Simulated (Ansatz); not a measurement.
# AuBrH2O: how energies converge with the basis set

An exercise on one series of results from a longer session: the logs are not shown, and one member is left open.

Computed with Ansatz 0.2.0, Gaussian basis. Level: one geometry, several basis sets.

The runs, in order: PBE0-D4/def2-SVP; ωB97M-V/def2-SVP; PBE0-D4/def2-QZVPP; ωB97M-V/def2-QZVPP; the functionals' def2-TZVPP values are taken from earlier runs.

### The geometry

The geometry comes from an earlier relaxation with PBE0-D4 in a triple-zeta def2 set; it is a stationary point. Au takes the def2 core potential; no spin-orbit term is included.

SMILES `[OH2+][Au-][Br]`, 5 atoms, charge 0, spin multiplicity 1.

Atoms are counted from 1 here; the program's logs count them from 0.

Bond lengths: O1–Au2 2.165 Å, O1–H4 0.963 Å, O1–H5 0.963 Å, Au2–Br3 2.341 Å. Angles: Au2–O1–H4 111.7°, Au2–O1–H5 111.7°, H4–O1–H5 107.0°, O1–Au2–Br3 179.8°.

Set-up of the first run:

The input, in.yaml:

```yaml
crystal:
  periodic: [false, false, false]
  atoms:
    - {symbol: O, position_ang: [-0.767499, 0.823561, -0.430330]}
    - {symbol: Au, position_ang: [0.756443, -0.410401, 0.488493]}
    - {symbol: Br, position_ang: [2.407266, -1.738220, 1.485138]}
    - {symbol: H, position_ang: [-1.651967, 0.563212, -0.152223]}
    - {symbol: H, position_ang: [-0.744233, 0.761857, -1.391088]}
basis:
  gaussian: {orbitals: def2-SVP}
hamiltonian: {xc: pbe0, dispersion: d4}
output: {orbitals: {seedname: orbitals}}
```

Among the steps run: PBE0-D4 in def2-SVP; ωB97M-V in def2-SVP; PBE0-D4 in def2-QZVPP; ωB97M-V in def2-QZVPP.

One table of the session follows, with a row left open; its other results are not shown here.

It belongs to the step «Density functionals: the series». 

| functional | basis | HOMO (eV) | LUMO (eV) |
| --- | --- | --- | --- |
| PBE0-D4 | def2-SVP | -6.71 | -1.40 |
| PBE0-D4 | def2-TZVPP | -6.86 | -1.68 |
| PBE0-D4 | def2-QZVPP | ? | ? |
| ωB97M-V | def2-SVP | -8.86 | 0.38 |
| ωB97M-V | def2-TZVPP | -9.03 | -0.02 |
| ωB97M-V | def2-QZVPP | -9.06 | -0.45 |

Q: Estimate the row for PBE0-D4, def2-QZVPP from the others.

As computed: HOMO (eV): -6.88; LUMO (eV): -1.81. In the column «HOMO (eV)» it lies between ωB97M-V, def2-SVP (-8.86) and PBE0-D4, def2-TZVPP (-6.86).
